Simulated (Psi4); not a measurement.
# Si2H4F2 (SMILES F[SiH](F)[SiH3]), step by step

Wanted: a geometry optimisation (B3LYP-D3(BJ)/def2-TZVP), then the harmonic vibrations of Si2H4F2. 

The calculation is run with Psi4 1.11.

## 1. The molecule

Si2H4F2: 8 atoms, total charge 0, spin state singlet. As SMILES, `F[SiH](F)[SiH3]`. The coordinates come from a PBE0-D4/def2-TZVP (4 decimals) relaxation. The run starts from this shape.

Bond lengths: F1–Si2 1.593 Å, Si2–F3 1.593 Å, Si2–Si4 2.342 Å, Si2–H5 1.482 Å, Si4–H6 1.486 Å, Si4–H7 1.486 Å, Si4–H8 1.485 Å. Some angles: F1–Si2–F3 107.0°, F1–Si2–Si4 109.5°, F3–Si2–Si4 109.5°, F1–Si2–H5 107.3°, F3–Si2–H5 107.3°, Si4–Si2–H5 115.9°, Si2–Si4–H6 109.0°, Si2–Si4–H7 109.1°, Si2–Si4–H8 110.0°, H6–Si4–H7 109.2°.

## 2. A structure relaxation at B3LYP-D3(BJ)/def2-TZVP (density fitting) (run 1)

f2h4si2.sdf reads:

```

     RDKit          3D

  8  7  0  0  0  0  0  0  0  0999 V2000
    0.9719   -1.0464    1.7295 F   0  0  0  0  0  0  0  0  0  0  0  0
    1.0618   -0.3205    0.3140 Si  0  0  0  0  0  4  0  0  0  0  0  0
    1.6187   -1.3925   -0.7250 F   0  0  0  0  0  0  0  0  0  0  0  0
   -1.0752    0.3728   -0.3469 Si  0  0  0  0  0  4  0  0  0  0  0  0
    2.0810    0.7488    0.4318 H   0  0  0  0  0  0  0  0  0  0  0  0
   -1.5952    1.3523    0.6429 H   0  0  0  0  0  0  0  0  0  0  0  0
   -0.9832    1.0253   -1.6793 H   0  0  0  0  0  0  0  0  0  0  0  0
   -1.9877   -0.7968   -0.4227 H   0  0  0  0  0  0  0  0  0  0  0  0
  2  1  1  0
  3  2  1  0
  4  2  1  0
  5  2  1  0
  6  4  1  0
  7  4  1  0
  8  4  1  0
M  END
$$$$
```

f2h4si2.py reads:

```python
import psi4
from rdkit import Chem

psi4.set_memory('1600 MB')
psi4.set_num_threads(1)
psi4.core.set_output_file('psi4.out', False)

rd = Chem.SDMolSupplier('f2h4si2.sdf', removeHs=False, sanitize=False)[0]
xyz = rd.GetConformer().GetPositions()
atoms = '\n'.join(f'{a.GetSymbol()} {x:.4f} {y:.4f} {z:.4f}' for a, (x, y, z) in zip(rd.GetAtoms(), xyz))
molecule = psi4.geometry('0 1\n' + atoms + '')

psi4.set_options({
    'basis': 'def2-TZVP',
    'reference': 'rks',
    'geom_maxiter': 60,
})

E, wfn = psi4.optimize('b3lyp-d3bj', molecule=molecule, return_wfn=True)
print(f'total energy {E:.8f} hartree = {E * 27.211386:.5f} eV')
print(molecule.to_string(dtype='xyz', units='Angstrom'))
```

Started as:

```sh
$ python f2h4si2.py
```

psi4.out:

```text
[...]
  Running in c1 symmetry.
[...]
  Nuclear repulsion =  227.316293262106285
[...]
  Multiplicity = 1
[...]
  Nalpha       = 25
  Nbeta        = 25
[...]
    Number of basis functions: 160
[...]
   @DF-RKS iter   1:  -781.23502077804358   -4.94304e-01   4.15684e-03 ADIIS/DIIS
[...]
   @DF-RKS iter   6:  -781.36522286010268   -3.35376e-11   8.28575e-09 DIIS
[...]
    Orbital Energies [Eh]
    ---------------------
    Doubly Occupied:
       1A    -66.182072     2A    -66.119266     3A    -24.687205
       4A    -24.687201     5A     -5.337120     6A     -5.284522
       7A     -3.697270     8A     -3.695606     9A     -3.693255
      10A     -3.642205    11A     -3.641949    12A     -3.641875
      13A     -1.210781    14A     -1.193521    15A     -0.593001
      16A     -0.547550    17A     -0.504837    18A     -0.483467
      19A     -0.470846    20A     -0.444971    21A     -0.432873
      22A     -0.406907    23A     -0.370192    24A     -0.370143
      25A     -0.309365
[...]
  @DF-RKS Final Energy:  -781.36522286010268
   => Energetics <=
    Nuclear Repulsion Energy =            226.7919069387049547
    One-Electron Energy =               -1535.8927410569474432
    Two-Electron Energy =                 579.7103999909031700
    DFT Exchange-Correlation Energy =     -51.9648837550724778
    Empirical Dispersion Energy =          -0.0099049776908019
    VV10 Nonlocal Energy =                  0.0000000000000000
    Total Energy =                       -781.3652228601026763
[...]
 Multipole Moments:
 ------------------------------------------------------------------------------------
     Multipole            Electronic (a.u.)      Nuclear  (a.u.)        Total (a.u.)
 ------------------------------------------------------------------------------------
 L = 1.  Multiply by 2.5417464519 to convert [e a0] to [Debye]
 Dipole X            :          5.3849219           -5.6910393           -0.3061174
 Dipole Y            :         -4.7393453            5.3185493            0.5792040
 Dipole Z            :          2.0870647           -2.2493618           -0.1622971
 Magnitude           :                                                    0.6749263
[...]
  -Total Gradient:
     Atom            X                  Y                   Z
    ------   -----------------  -----------------  -----------------
       1        0.000004597745     0.000140754106    -0.000147719807
       2        0.000159239448    -0.000248825671     0.000080142765
       3       -0.000056905641     0.000172209987     0.000087329844
       4       -0.000012869376     0.000083610518    -0.000015610930
       5       -0.000081149378     0.000036597309    -0.000026787070
       6       -0.000026658239    -0.000018886917    -0.000058511719
       7       -0.000053174251    -0.000004802440     0.000040993286
       8        0.000006364075     0.000058811537    -0.000006688662
[...]
    Final optimized geometry and variables:
    Molecular point group: c1
    Full point group: C1
    Geometry (in Angstrom), charge = 0, multiplicity = 1:
    F            0.500289146584    -0.613846412278     1.560496637845
    SI           0.589104653380     0.114902593912     0.139052870345
    F            1.149669739287    -0.961160930553    -0.903701258194
    SI          -1.551480038250     0.808138628322    -0.522760989145
    H            1.604654917315     1.180721506345     0.256452018259
    H           -2.070535274625     1.784752950169     0.463331753455
    H           -1.460617286852     1.458738484969    -1.850931017420
    H           -2.461445235836    -0.357268889288    -0.598408492479
[...]
```

The script printed:

```text
Some dependencies such as QCElemental have not yet finished migration to pydantic v2. If issues are encountered please downgrade pydantic or upgrade QCElemental as appropriate
	Previous geometry is closer to target in internal coordinates, so using that one.

	Best geometry has RMS(Delta(q)) = 4.36e-08

Optimizer: Optimization complete!
total energy -781.36522286 hartree = -21262.03069 eV
8
0 1 F2H4Si2
F                     0.500289146584    -0.613846412278     1.560496637845
Si                    0.589104653380     0.114902593912     0.139052870345
F                     1.149669739287    -0.961160930553    -0.903701258194
Si                   -1.551480038250     0.808138628322    -0.522760989145
H                     1.604654917315     1.180721506345     0.256452018259
H                    -2.070535274625     1.784752950169     0.463331753455
H                    -1.460617286852     1.458738484969    -1.850931017420
H                    -2.461445235836    -0.357268889288    -0.598408492479
```

Wall time 23 s (1 thread of Intel Xeon 6975P-C (Granite Rapids), shared host); peak memory 0.98 GiB.

Step by step:

```csv
step,energy from the first frame kept (eV),largest force (eV/Å)
0,0.0000,0.3003
1,-0.0022,0.0956
2,-0.0023,0.0157
```

After the run. Bond lengths: F1–Si2 1.600 Å, Si2–F3 1.600 Å, Si2–Si4 2.345 Å, Si2–H5 1.477 Å, Si4–H6 1.482 Å, Si4–H7 1.482 Å, Si4–H8 1.481 Å. Some angles: F1–Si2–F3 107.0°, F1–Si2–Si4 109.6°, F3–Si2–Si4 109.6°, F1–Si2–H5 107.2°, F3–Si2–H5 107.2°, Si4–Si2–H5 115.9°, Si2–Si4–H6 109.1°, Si2–Si4–H7 109.1°, Si2–Si4–H8 110.0°, H6–Si4–H7 109.2°.

## 3. The harmonic vibrations at B3LYP-D3(BJ)/def2-TZVP (density fitting) (run 2)

calc.inp reads:

```
memory 1600 mb

molecule {
  F      0.973211    -1.047847     1.735306
  Si     1.062027    -0.319098     0.313862
  F      1.622592    -1.395161    -0.728892
  Si    -1.078558     0.374139    -0.347952
  H      2.077577     0.746721     0.431261
  H     -1.597613     1.350753     0.638141
  H     -0.987695     1.024738    -1.676122
  H     -1.988523    -0.791269    -0.423600
}

set {
  basis                      def2-TZVP
  t                          500.0
  rotational_symmetry_number 1
}

frequencies("b3lyp-d3bj2b")
```

Started as:

```sh
$ psi4 -n 1 calc.inp calc.out
```

calc.out (excerpt; [...] marks lines left out):

```text
[...]
  Running in c1 symmetry.
[...]
  Nuclear repulsion =  226.791895614303513
[...]
  Multiplicity = 1
[...]
  Nalpha       = 25
  Nbeta        = 25
[...]
    Number of basis functions: 160
[...]
   @DF-RKS iter   1:  -781.23521214962238   -5.03083e-01   4.15340e-03 DIIS/ADIIS
[...]
   @DF-RKS iter  11:  -781.36522167653118   -2.27374e-12   2.44032e-09 DIIS
[...]
  @DF-RKS Final Energy:  -781.36522167653118
   => Energetics <=
    Nuclear Repulsion Energy =            226.7982394726552116
    One-Electron Energy =               -1535.9059018177849794
    Two-Electron Energy =                 579.7175435712750868
    DFT Exchange-Correlation Energy =     -51.9651976759325507
    Empirical Dispersion Energy =          -0.0099052267439762
    VV10 Nonlocal Energy =                  0.0000000000000000
    Total Energy =                       -781.3652216765311778
[...]
 Multipole Moments:
[...]
  -Total Gradient:
     Atom            X                  Y                   Z
    ------   -----------------  -----------------  -----------------
       1       -0.000000491768     0.000142220360    -0.000149550677
       2        0.000170869048    -0.000235574501     0.000071536140
       3       -0.000059562173     0.000171644157     0.000089759333
       4        0.000038632854     0.000321558957    -0.000445461635
       5       -0.000080211969     0.000034627610    -0.000025975005
       6       -0.000006133088     0.000016891025    -0.000086280640
       7       -0.000113953016    -0.000266173127     0.000567840159
       8       -0.000010028114     0.000034392540    -0.000067540266
[...]
  ==> Harmonic Vibrational Analysis <==
[...]
  Freq [cm^-1]                 79.8344             141.0770            201.3762
[...]
  IR activ [km/mol]             0.0477              2.0581             15.6190
[...]
  Freq [cm^-1]                 302.9870            412.6813            509.1067
[...]
  IR activ [km/mol]            24.0119              2.7267             20.7806
[...]
  Freq [cm^-1]                 537.7635            823.7112            825.1074
[...]
  IR activ [km/mol]            28.9168              4.2652             255.2196
[...]
  Freq [cm^-1]                 835.6638            915.6069            920.1720
[...]
  Freq [cm^-1]                 947.1383            949.8324           2221.8511
[...]
  Freq [cm^-1]                2233.9427           2239.0394           2248.8284
[...]
```

The script printed:

```text
Warning: used thermodynamics relations inappropriate for low-frequency modes: ['79.8344' '141.0770' '201.3762' '302.9870' '412.6813' '509.1067'
 '537.7635']
```

It took 6.2 min on 1 thread of Intel Xeon 6975P-C (Granite Rapids), shared host; peak memory 1 GiB.

## 4. Summary of results

| quantity | value |
| --- | --- |
| run 1, B3LYP-D3(BJ)/def2-TZVP: total energy at the end | -781.36522 Eh |
| run 1, B3LYP-D3(BJ)/def2-TZVP: dipole moment | 1.72 D |
| run 1, B3LYP-D3(BJ)/def2-TZVP: HOMO energy | -8.42 eV |
| run 1, B3LYP-D3(BJ)/def2-TZVP: LUMO energy | -0.61 eV |
| run 1, B3LYP-D3(BJ)/def2-TZVP: HOMO–LUMO gap | 7.81 eV |
| run 1, B3LYP-D3(BJ)/def2-TZVP: dispersion energy | -26.01 kJ/mol |
| run 2, B3LYP-D3(BJ)/def2-TZVP: lowest harmonic wavenumber | 80 cm⁻¹ |
| run 2, B3LYP-D3(BJ)/def2-TZVP: highest harmonic wavenumber | 2249 cm⁻¹ |
| run 2, B3LYP-D3(BJ)/def2-TZVP: zero-point energy | 103.8 kJ/mol |
| run 2, B3LYP-D3(BJ)/def2-TZVP: ideal-gas entropy at 500 K (symmetry number 1 as used) | 93.1 cal/(mol K) |

The optimisation (run 1, B3LYP-D3(BJ)/def2-TZVP) took 3 steps and changed the energy by -0.002 eV. All 18 modes (run 2, B3LYP-D3(BJ)/def2-TZVP) are real, so the shape is a minimum at this level.
